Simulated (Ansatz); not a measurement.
# SiRh3 (I4/mmm) in Ansatz: notebook

One crystal, SiRh3, is run at these levels: PBE; tasks: band structure.

Everything below comes from runs of Ansatz 0.2.0. Logs are shortened: lines on timing, memory, paths and dates and some standing lists are left out, and cuts for length are marked.

## 1. Starting point

Symmetry: I4/mmm, No. 139, tetragonal system. The conventional cell has a = 3.712 Å, b = 3.712 Å, c = 7.339 Å, α = 90.00°, β = 90.00°, γ = 90.00°. Around Rh (site symmetry 4/mmm) lie 8 Rh at 2.61 Å and 4 Si at 2.63 Å. Around Rh (site symmetry -4m2) lie 8 Rh at 2.61 to 2.63 Å and 4 Si at 2.61 Å. Around Si (site symmetry 4/mmm) lie 12 Rh at 2.61 to 2.63 Å.

The cell comes from a database or a generator and needn't be the stable form of this composition.

## 2. Band structure, PBE, 12.64 Å³/atom

File input.yaml:

```yaml
crystal:
  lattice:
    - [-1.85622528, 1.85622528, 3.669344]
    - [1.85622528, -1.85622528, 3.669344]
    - [1.85622528, 1.85622528, -3.669344]
  atoms:
    - { symbol: Rh, position: [0.5, 0.5, 0.0] }
    - { symbol: Rh, position: [0.25, 0.75, 0.5] }
    - { symbol: Rh, position: [0.75, 0.25, 0.5] }
    - { symbol: Si, position: [0.0, 0.0, 0.0] }
hamiltonian:
  xc: pbe
  pseudopotentials: { kind: paw }
kpoints:
  mp_grid: { grid: [8, 8, 8] }
  band_path:
    path:
      - [[0.0, 0.0, 0.0], [0.0, 0.0, 0.5], [-0.1279541904, 0.1279541904, 0.5], [-0.3139770952, 0.3139770952, 0.3139770952], [0.0, 0.0, 0.0], [0.5, 0.5, -0.5], [0.3139770952, 0.6860229048, -0.3139770952], [0.0, 0.5, 0.0], [0.25, 0.25, 0.25], [0.5, 0.5, -0.1279541904], [0.5, 0.5, -0.5]]
      - [[0.0, 0.0, 0.5], [0.25, 0.25, 0.25]]
    npoints: 14
scf:
  occupations: { method: fermi_dirac, width: 0.05 }
  n_extra_bands: 10
output:
  forces: true
  stress: true
  eigenvalues: true
  fatbands: true
```

Potentials or basis: Ansatz PAW.

Command:

```sh
$ ansatz run input.yaml --threads 2 --pin off --max-ram 5632MiB --backend cpu --events-out ev --progress --plain --runs-dir out
```

The log of the run:

```text
Warning: RAYON_NUM_THREADS=2 ignored (pool sized by the plan → 2); use --threads N
scf.n_extra_bands = 10 over 28 filled bands (N_el = 55.0): the run solves 38 bands
Engine: ansatz 0.2.0, x86_64-unknown-linux-gnu
Pseudopotentials: kind: paw
Pseudopotential: Rh, paw, valence charge 17, recommended cutoff 420 eV (normal), Rh.paw.azcp
Pseudopotential: Si, paw, valence charge 4, recommended cutoff 420 eV (normal), Si.paw.azcp
Functional definition: PBE
  parameter kappa = 0.804
  parameter beta = 0.06672455060314922
  exchange = pbe_x(kappa = kappa, mu = beta*pi^2/3)
  correlation = pbe_c(beta = beta)
Crystal: 4 atoms, lattice volume = 50.572 Å³
Basis set: ecut = 420 eV, 1009 PW (Γ), exchange–correlation on 64×64×64 points (8 copies of the dense FFT grid, shifted against one another)
Bands: 38, of which v1, the nominal top of the filled ones, is band 28 counted from 1 (27 counted from 0)
Symmetry: 16 space group operations
Space group: I4/mmm (ITA 139), of the structure as read, at distance tolerance 3.7e-5 Å
k-points: 59 of 512
Non-local potential: Rh, projectors of the file, l = 0: 3, l = 1: 2, l = 2: 2, l = 3: 1
Non-local potential: Si, projectors of the file, l = 0: 2, l = 1: 2, l = 2: 2
PAW form: soft (Blöchl's): semilocal exchange-correlation on the pseudo side does not see the compensation charge
PAW one-centre angular grid: Rh, 590 points (default); XC on 64 Gauss nodes
PAW one-centre angular grid: Si, 110 points (default); XC on 64 Gauss nodes
Initial density: superposition of atomic densities (neutral atoms: chi_scale 0, normalization atom), corrected by the library's trained network
Initial wavefunctions: pseudopotential atomic-orbital guess
Functional: x = pbe(κ = 0.804, μ = 0.2195149727645171), c = pbe(β = 0.06672455060314922)
SCF iter   1: F=—  HF=-19845.664290 eV  |F-HF|=—  |Δ(HF+E_count)|=         —  Δρ=8.11e-3  dr2=2.70e-2  ethr=1.77e-3  ⟨swp⟩=5.5  Hψ=8870  notcnv=0  defer=18
preconditioner: auto → Kerker (q_TF=auto, 2.767 Å⁻¹)  [metal: Δε(μ)=0.010 eV  Ē_g=10.375 eV  σ=0.050 eV  W_gap=0.05  n_scr=14 (ndim 8)  ℏωp=29.1 eV  f_vac=0.000  D(μ)=4.68/eV (n_scr^D=60)]
SCF iter   2: F=—  HF=-19845.662884 eV  |F-HF|=—  |Δ(HF+E_count)|=   1.41e-3  Δρ=3.80e-3  dr2=6.79e-3  ethr=4.91e-5  ⟨swp⟩=1.0  Hψ=2714  notcnv=0  defer=105
SCF iter   3: F=—  HF=-19845.662180 eV  |F-HF|=—  |Δ(HF+E_count)|=   7.03e-4  Δρ=7.45e-4  dr2=1.69e-4  ethr=1.23e-5  ⟨swp⟩=1.6  Hψ=2180  notcnv=0  defer=105
SCF iter   4: F=—  HF=-19845.662169 eV  |F-HF|=—  |Δ(HF+E_count)|=   1.17e-5  Δρ=1.60e-4  dr2=2.06e-5  ethr=3.08e-7  ⟨swp⟩=2.4  Hψ=3210  notcnv=0  defer=105
SCF iter   5: F=—  HF=-19845.662164 eV  |F-HF|=—  |Δ(HF+E_count)|=   4.61e-6  Δρ=7.14e-5  dr2=3.24e-6  ethr=3.74e-8  ⟨swp⟩=1.3  Hψ=2261  notcnv=0  defer=105
SCF iter   6: F=-19845.662163 eV  HF=-19845.662163 eV  |F-HF|=1.51e-8  |Δ(HF+E_count)|=   6.63e-7  Δρ=1.75e-5  dr2=6.34e-8  ethr=1.82e-10  ⟨swp⟩=7.3  Hψ=10937  notcnv=0
SCF 1 converged in 6 iterations: F = -19845.662163 eV  dr2 = 6.34e-8
NSCF: frozen V_eff on 156 k-points
SCF converged after 6 iterations
Free energy (F): -19845.662163 eV
Harris-Foulkes:  -19845.662163 eV  (|F-HF|=1.51e-8)
Internal energy: -19845.624444 eV  (E = F + TS)
E sigma→0 (E₀):  -19845.643304 eV
Entropy (-TS):   -0.037719 eV (-9.430 meV/atom)
Fermi energy:    21.867621 eV
--- Per-component energies (eV) ---
  E_band       = -234.829435
  E_kinetic    = 1777.444784
  E_local      = -5393.776004  (includes V_loc(G=0)·N_el)
  E_nonlocal   = 1090.047539
  E_hartree    = 2000.463370
  E_xc         = -726.822838
  E_vxc        = -890.636138  (∫ρ·V_xc dr)
  E_paw        = -11275.462143  (= ΣΔE_a)
  E_vpaw       = -818.832679  (= ΣTr[D̂ρ^β])
  E_aug_tail   = 0.002652  (compensation charges beyond the density's cutoff)
  E_ewald      = -7317.521804
  E_smearing   = -0.037719  (= −TS)
  E_closure    = 0.000000  (closes the sum)
  Σ components = -19845.662163   (vs F -19845.662163, Δ=0.00e0)
--- Forces (eV/Å), atoms counted from 1 ---
  atom   1  Rh     0.00000000     0.00000000    -0.00000000
  atom   2  Rh     0.00000000    -0.00000000     0.00000000
  atom   3  Rh    -0.00000000    -0.00000000     0.00000000
  atom   4  Si     0.00000000     0.00000000     0.00000000
  max |Σ_I F_I| component: 6.94e-18 eV/Å
--- Stress (GPa, compression-positive) ---
       23.418772      -0.000000       0.000000
       -0.000000      23.418772       0.000000
        0.000000       0.000000      16.120411
  P = ⅓ Tr σ = 20.9860 GPa (209.860 kbar)
--- Band table (eV; the first three rows and the last of 59) ---
  k-point 0: bands = ["-57.1192", "-56.9531", "-56.9061", "-25.3153", "-25.1157", "-25.1157", "-25.0386", "-25.0386", "-24.8691", "-24.6547", "-24.6203", "-24.6203", "10.3554", "15.3125", "15.4899", "15.9724", "16.5124", "16.5124", "17.7006", "17.9899", "17.9899", "19.7439", "20.5471", "20.5882", "20.9918", "20.9918", "21.6483", "21.8639", "23.0588", "25.3687", "25.6669", "25.6669", "29.2009", "29.2009", "29.7279", "30.5597", "32.8756", "34.0437"]
  k-point 1: bands = ["-57.1110", "-56.9536", "-56.9137", "-25.3215", "-25.1028", "-25.0880", "-25.0448", "-25.0425", "-24.8267", "-24.6949", "-24.6626", "-24.6152", "10.7063", "15.5711", "15.6592", "15.7770", "16.5657", "16.7389", "17.7996", "17.8215", "17.9937", "19.5852", "19.8359", "20.3929", "20.6111", "20.7278", "21.2679", "22.6340", "23.6099", "24.4192", "25.3808", "27.5694", "27.6349", "28.8999", "29.5684", "30.5935", "32.1135", "34.4957"]
  k-point 2: bands = ["-57.0908", "-56.9550", "-56.9320", "-25.3463", "-25.1700", "-25.0597", "-25.0523", "-24.8716", "-24.8644", "-24.7570", "-24.6911", "-24.6075", "11.5810", "14.7932", "16.2539", "16.4656", "17.1299", "17.2078", "17.3380", "18.0865", "18.0867", "18.3302", "19.6109", "20.0104", "20.3964", "20.5196", "20.5793", "22.3561", "24.1043", "24.1455", "25.0325", "26.0439", "27.9714", "28.5706", "30.5904", "30.6800", "31.2712", "35.6507"]
  k-point 58: bands = ["-57.0621", "-57.0105", "-56.9066", "-25.2711", "-25.2711", "-25.0108", "-24.9807", "-24.8559", "-24.8343", "-24.8343", "-24.6661", "-24.6661", "11.7722", "14.5823", "15.5539", "15.9367", "16.0206", "16.0206", "16.6253", "18.7456", "19.0122", "19.5259", "19.5259", "20.4398", "21.6148", "21.6148", "21.6369", "21.9550", "21.9550", "22.3222", "23.0541", "28.3499", "29.3257", "30.7699", "32.3648", "32.3648", "34.9089", "34.9089"]
```

Run time: 7.9 s. Hardware: 2 threads of AMD EPYC 7R32 (Zen 2), shared host; peak memory 0.43 GiB.

Results:

| Property | Result |
| --- | --- |
| Free energy | -19845.6622 eV |
| Pressure | 21.0 GPa |
| Band gap on the k mesh | none (metal or under the smearing width) |

## 3. Band structure, PBE, 13.18 Å³/atom

File input.yaml:

```yaml
crystal:
  lattice:
    - [-1.89489664, 1.89489664, 3.669344]
    - [1.89489664, -1.89489664, 3.669344]
    - [1.89489664, 1.89489664, -3.669344]
  atoms:
    - { symbol: Rh, position: [0.5, 0.5, 0.0] }
    - { symbol: Rh, position: [0.25, 0.75, 0.5] }
    - { symbol: Rh, position: [0.75, 0.25, 0.5] }
    - { symbol: Si, position: [0.0, 0.0, 0.0] }
hamiltonian:
  xc: pbe
  pseudopotentials: { kind: paw }
kpoints:
  mp_grid: { grid: [8, 8, 8] }
  band_path:
    path:
      - [[0.0, 0.0, 0.0], [0.5, -0.5, 0.0], [0.5, -0.5, 0.1333411506], [0.3166705753, -0.3166705753, 0.3166705753], [0.0, 0.0, 0.0], [0.5, 0.5, -0.5], [0.6833294247, 0.3166705753, -0.3166705753], [0.5, 0.0, 0.0], [0.75, -0.25, -0.25], [0.8666588494, 0.1333411506, -0.5], [0.5, 0.5, -0.5]]
      - [[0.5, -0.5, 0.0], [0.75, -0.25, -0.25]]
    npoints: 14
scf:
  occupations: { method: fermi_dirac, width: 0.05 }
  n_extra_bands: 10
output:
  forces: true
  stress: true
  eigenvalues: true
  fatbands: false
```

Potentials or basis: Ansatz PAW.

Command:

```sh
$ ansatz run input.yaml --threads 2 --pin off --max-ram 5632MiB --backend cpu --events-out ev --progress --plain --runs-dir out
```

Wall time 5.9 s (2 threads of AMD EPYC 7R32 (Zen 2), shared host); peak memory 0.44 GiB.

It converged, with:

| Property | Result |
| --- | --- |
| Free energy | -19845.8746 eV |
| Pressure | 8.2 GPa |
| Band gap on the k mesh | none (metal or under the smearing width) |
